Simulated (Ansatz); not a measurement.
**Alloy of SnO2 and TiO2 (5 of 24 Sn sites exchanged), 72 atoms**

Aim: relax the alloy cell and compare the gap by PBEsol and HSE06.

All numbers are computed with Ansatz 0.2.0 (PAW, plane waves).

**1. Starting point**

72 atoms (19 Sn, 5 Ti, 48 O); a = 9.471 Å, b = 9.471 Å, c = 9.481 Å, α = 90.00°, β = 90.00°, γ = 90.00°. All atoms were shaken off their sites by about 0.02 Å along each axis.

Plan of the steps: (2) PBEsol cell relaxation at the single k point (½, ½, ½), on 7 threads of Arm Neoverse-V2; (3) HSE06 single point at the Γ point alone, on 7 threads of Arm Neoverse-V2.

**2. PBEsol relaxation of the cell and the positions**

File in.yaml:

```yaml
crystal:
  lattice:
    - [9.470592, 0.000000, 0.000000]
    - [0.000000, 9.470592, 0.000000]
    - [0.000000, 0.000000, 9.480562]
  atoms:
    - { symbol: Sn, position: [0.995719, 0.999777, 0.000005] }
    - { symbol: Sn, position: [0.001929, 0.998909, 0.664779] }
    - { symbol: Sn, position: [0.999501, 0.499139, 0.001069] }
    - { symbol: Sn, position: [0.997436, 0.498701, 0.331162] }
    - { symbol: Sn, position: [0.000354, 0.497182, 0.667581] }
    - { symbol: Sn, position: [0.501144, 0.999114, 0.994930] }
    - { symbol: Sn, position: [0.500408, 0.003081, 0.667668] }
    - { symbol: Sn, position: [0.501844, 0.502512, 0.997529] }
    - { symbol: Sn, position: [0.497401, 0.497960, 0.330569] }
    - { symbol: Sn, position: [0.499214, 0.500005, 0.668126] }
    - { symbol: Sn, position: [0.249706, 0.249258, 0.500599] }
    - { symbol: Sn, position: [0.248322, 0.248432, 0.836657] }
    - { symbol: Sn, position: [0.247306, 0.749754, 0.169453] }
    - { symbol: Sn, position: [0.249604, 0.750666, 0.503370] }
    - { symbol: Sn, position: [0.254942, 0.749141, 0.832622] }
    - { symbol: Sn, position: [0.751397, 0.251231, 0.165137] }
    - { symbol: Sn, position: [0.752016, 0.245929, 0.498877] }
    - { symbol: Sn, position: [0.749698, 0.248946, 0.834248] }
    - { symbol: Sn, position: [0.751817, 0.749922, 0.501730] }
    - { symbol: Ti, position: [0.999683, 0.003785, 0.332563] }
    - { symbol: Ti, position: [0.497226, 0.000200, 0.334719] }
    - { symbol: Ti, position: [0.250159, 0.256026, 0.170509] }
    - { symbol: Ti, position: [0.748470, 0.748474, 0.166699] }
    - { symbol: Ti, position: [0.752922, 0.751473, 0.830430] }
    - { symbol: O, position: [0.152018, 0.151564, 0.004270] }
    - { symbol: O, position: [0.154966, 0.153071, 0.335822] }
    - { symbol: O, position: [0.152445, 0.148680, 0.669049] }
    - { symbol: O, position: [0.157020, 0.653592, 0.998896] }
    - { symbol: O, position: [0.149428, 0.652058, 0.328597] }
    - { symbol: O, position: [0.153234, 0.654985, 0.669060] }
    - { symbol: O, position: [0.653184, 0.155471, 0.995034] }
    - { symbol: O, position: [0.653027, 0.148182, 0.335041] }
    - { symbol: O, position: [0.654373, 0.151019, 0.671153] }
    - { symbol: O, position: [0.654883, 0.654629, 0.997375] }
    - { symbol: O, position: [0.650496, 0.654249, 0.335658] }
    - { symbol: O, position: [0.651900, 0.654224, 0.667038] }
    - { symbol: O, position: [0.346249, 0.347370, 0.999019] }
    - { symbol: O, position: [0.348199, 0.350232, 0.329803] }
    - { symbol: O, position: [0.342820, 0.346693, 0.667701] }
    - { symbol: O, position: [0.343178, 0.846564, 0.000435] }
    - { symbol: O, position: [0.348478, 0.851085, 0.335663] }
    - { symbol: O, position: [0.345632, 0.847162, 0.665130] }
    - { symbol: O, position: [0.847968, 0.348331, 0.002507] }
    - { symbol: O, position: [0.843787, 0.347173, 0.333716] }
    - { symbol: O, position: [0.846107, 0.344706, 0.666872] }
    - { symbol: O, position: [0.844366, 0.848708, 0.997570] }
    - { symbol: O, position: [0.849973, 0.845802, 0.335268] }
    - { symbol: O, position: [0.851084, 0.845976, 0.665374] }
    - { symbol: O, position: [0.095557, 0.405446, 0.168418] }
    - { symbol: O, position: [0.102961, 0.402958, 0.499782] }
    - { symbol: O, position: [0.099236, 0.405291, 0.831394] }
    - { symbol: O, position: [0.100526, 0.898493, 0.167407] }
    - { symbol: O, position: [0.100079, 0.901202, 0.495952] }
    - { symbol: O, position: [0.099592, 0.899991, 0.829601] }
    - { symbol: O, position: [0.592786, 0.401091, 0.166226] }
    - { symbol: O, position: [0.596197, 0.400492, 0.496934] }
    - { symbol: O, position: [0.598330, 0.401578, 0.830763] }
    - { symbol: O, position: [0.596291, 0.903333, 0.168927] }
    - { symbol: O, position: [0.598904, 0.902936, 0.501874] }
    - { symbol: O, position: [0.593511, 0.900813, 0.832579] }
    - { symbol: O, position: [0.406069, 0.098257, 0.164749] }
    - { symbol: O, position: [0.402756, 0.098812, 0.502695] }
    - { symbol: O, position: [0.399072, 0.099335, 0.833725] }
    - { symbol: O, position: [0.398976, 0.598459, 0.162418] }
    - { symbol: O, position: [0.402414, 0.593555, 0.498875] }
    - { symbol: O, position: [0.404070, 0.594036, 0.834679] }
    - { symbol: O, position: [0.900059, 0.099603, 0.166028] }
    - { symbol: O, position: [0.902879, 0.100259, 0.500135] }
    - { symbol: O, position: [0.902788, 0.100065, 0.834535] }
    - { symbol: O, position: [0.906186, 0.599670, 0.165721] }
    - { symbol: O, position: [0.899610, 0.600226, 0.498757] }
    - { symbol: O, position: [0.904704, 0.597261, 0.834126] }
kpoints:
  mp_grid: { grid: [1, 1, 1], shift: [0.5, 0.5, 0.5] }
hamiltonian:
  xc: pbesol
scf:
  occupations: { method: fermi_dirac, width: 0.01 }
relax:
  f_tol: 0.03
  max_steps: 80
  escape_saddle: false
  adjacent_minimum: "off"
  cell: { fix: [alpha, beta, gamma] }
output:
  forces: true
  eigenvalues: true
  populations: true
```

After this run come: HSE06 on the final geometry.

**Question.** What will these runs give? Wanted: for each run, top filled to lowest empty.

As calculated:

```
             level                     time   k points  top filled to lowest empty (eV)
PBEsol, relaxation     69 s (7 CPU threads)  (½, ½, ½)                             2.71
             HSE06  5.7 min (7 CPU threads)          Γ                             3.50
```

| quantity | value |
| --- | --- |
| relaxation | 10 recorded steps, 2.73 eV gained |
| largest shift | 0.14 Å (O26) |
| relaxed cell | a = 9.487 Å, b = 9.482 Å, c = 9.454 Å, α = 90.00°, β = 90.00°, γ = 90.00° |
| mean bonds | O–Sn 2.065, O–Ti 1.982 Å |

**In words.** The relaxation lowers the energy by 2.73 eV; the largest shift is 0.14 Å (O26), while the volume changes by +0.0 %. The mean lengths of the listed bonds run from O–Ti 1.98 Å to O–Sn 2.06 Å. Rows on different k points differ by sampling as well as by level. With one k point the spacing samples only the states that fold onto it, so it can exceed the gap over the zone.
